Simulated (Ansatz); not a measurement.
TiNi, space group Pm-3m, an all-electron equation of state

Program: Ansatz 0.2.0 through its Python package.

Typed at the interpreter:
```pycon
>>> import ansatz as az
>>> from ase.eos import EquationOfState
>>> from ase.units import GPa
>>> import numpy as np
>>> vectors0 = np.array([
...     [2.988066, 0.0, 0.0],
...     [0.0, 2.988066, 0.0],
...     [0.0, 0.0, 2.988066],
... ])
>>> sites = [
...     ("Ti", [0.5, 0.5, 0.5], 0.0),
...     ("Ni", [0.0, 0.0, 0.0], 1.5),
... ]
>>> def crystal_on(cell):
...     crystal = az.Crystal(lattice=az.Lattice.of(cell))
...     for symbol, position, moment in sites:
...         crystal = crystal.atom(symbol, position, moment=moment or None)
...     return crystal
...
>>> volumes, energies = [], []
>>> for scale in np.linspace(0.92, 1.08, 5):
...     cell = vectors0 * scale ** (1 / 3)
...     model = crystal_on(cell).calculation()
...     model = model.functional("lda").occupations(az.OccupationsMethod.FERMI_DIRAC, width=0.05)
...     model = model.spin("collinear").kpoints(10, 10, 10)
...     model = model.pseudopotentials("all_electron", lapw=True, basis_error=0.0005)
...     report = model.run().report
...     volumes.append(abs(np.linalg.det(cell)) / len(sites))
...     energies.append(report["free_energy_ev"] / len(sites))
...     print(f"{scale:.3f} {volumes[-1]:9.4f} A^3/atom {energies[-1]:16.5f} eV/atom  (estimated basis error {1000 * report['lapw_basis_errors']['total_ev_per_atom']:.2f} meV/atom)")
...
RunWarning: the starting moments were not kept: the SCF closed with an absolute magnetisation of 7.1e-7 μB, where they sum to 1.5 μB in size (1 site). That is at most 0.1 of that sum. Measured as [...]
0.920   12.2724 A^3/atom     -32250.72487 eV/atom  (estimated basis error 0.11 meV/atom)
0.960   12.8059 A^3/atom     -32250.73219 eV/atom  (estimated basis error 0.11 meV/atom)
1.000   13.3395 A^3/atom     -32250.71401 eV/atom  (estimated basis error 0.11 meV/atom)
1.040   13.8731 A^3/atom     -32250.67538 eV/atom  (estimated basis error 0.11 meV/atom)
1.080   14.4067 A^3/atom     -32250.62038 eV/atom  (estimated basis error 0.10 meV/atom)
>>> v0, e0, bulk = EquationOfState(volumes, energies, eos="birchmurnaghan").fit()
>>> print(f"V0 = {v0:.4f} A^3/atom, B0 = {bulk / GPa:.1f} GPa")
V0 = 12.6757 A^3/atom, B0 = 191.3 GPa
```

A third-order Birch-Murnaghan fit through the 5 points has its minimum at 12.68 Å³ an atom, 5.0 % below the typed cell, with a bulk modulus of 191 GPa and dB/dP = 4.3. From that minimum the energy rises by 8.1 meV an atom on the compressed side and 112.6 meV on the expanded side. The window is off centre, so dB/dP is rough.

Reading the output:
- All-electron totals depend on functional, relativistic treatment and basis; only differences at equal settings carry meaning.
- The SCF didn't keep the moments it started from (some shrank, vanished or turned); what is printed is the state reached.
- For a metal this k-point mesh is coarse: on a finer one energies can move by several to tens of meV an atom and pressures by half a GPa or more, differences at one mesh by less.
- This is a high-temperature or high-pressure form, not the ambient phase.
- This cell is a computed structure, which may not be the phase found in nature.
- Warnings are shown shortened and without file and line.
- Finished in 2.1 min on 1 thread of Arm Neoverse V2, on a shared host, peak memory 0.58 GiB.
